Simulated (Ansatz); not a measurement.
**WC: a strain scan**

Computed with Ansatz 0.2.0 (DFT PBEsol, scalar-relativistic, plane waves, PAW, unless a step's input says otherwise).

## (1) The system as given

Symmetry: Fm-3m, No. 225, cubic system. Conventional cell: a = 4.385 Å, b = 4.385 Å, c = 4.385 Å, α = 90.00°, β = 90.00°, γ = 90.00°. W (site symmetry m-3m) is surrounded by 6 C at 2.19 Å. C (site symmetry m-3m) is surrounded by 6 W at 2.19 Å.

Coordinates:

```cif
data_structure
_symmetry_space_group_name_H-M 'P 1'
_symmetry_Int_Tables_number 1
_cell_length_a 3.1009
_cell_length_b 3.1009
_cell_length_c 3.1009
_cell_angle_alpha 60.000
_cell_angle_beta 60.000
_cell_angle_gamma 60.000
_cell_volume 21.08
loop_
_atom_site_label
_atom_site_type_symbol
_atom_site_fract_x
_atom_site_fract_y
_atom_site_fract_z
_atom_site_occupancy
W1 W 0.00000 0.00000 0.00000 1
C1 C 0.50000 0.50000 0.50000 1
```

It goes back to a database entry, which need not be the stable form.

No relaxation comes first: the listed cell is the starting point.

## (2) The reference cell

The reference gives a free energy of -10502.8157 eV, pressure -10.12 GPa, largest force 0.000 eV/Å and gap on the mesh none (metal). It was computed beforehand with the settings of the runs below.

## (3) Next: a strain scan

The cell is strained by ε times the Voigt pattern (1, 0, 0, 0, 0, 0) (xx, yy, zz, yz, xz, xy; engineering shear), with fractional coordinates fixed (clamped ions). The stress on the pattern is the sum of the stress components weighted by it, tension positive.

## (4) At ε = -0.1500

input.yaml

```yaml
crystal:
  lattice:
    - [0.0, 2.192684, 2.192684]
    - [1.8637814, 0.0, 2.192684]
    - [1.8637814, 2.192684, 0.0]
  atoms:
    - { symbol: W, position: [0.0, 0.0, 0.0] }
    - { symbol: C, position: [0.5, 0.5, 0.5] }
basis:
  ecutwfc: 420
kpoints:
  mp_grid: { grid: [18, 18, 18] }
hamiltonian:
  xc: pbesol
scf:
  occupations: { method: gaussian, width: 0.15 }
output:
  forces: true
  stress: true
  eigenvalues: true
```

Started as:

```sh
ansatz run input.yaml --threads 1 --pin off --max-ram 1228MiB --backend cpu --events-out ev --progress --plain --runs-dir out
```

What time and memory should one allow on 1 thread of an x86-64 CPU, shared host?

About 4.5 s, with a peak of 0.45 GiB.
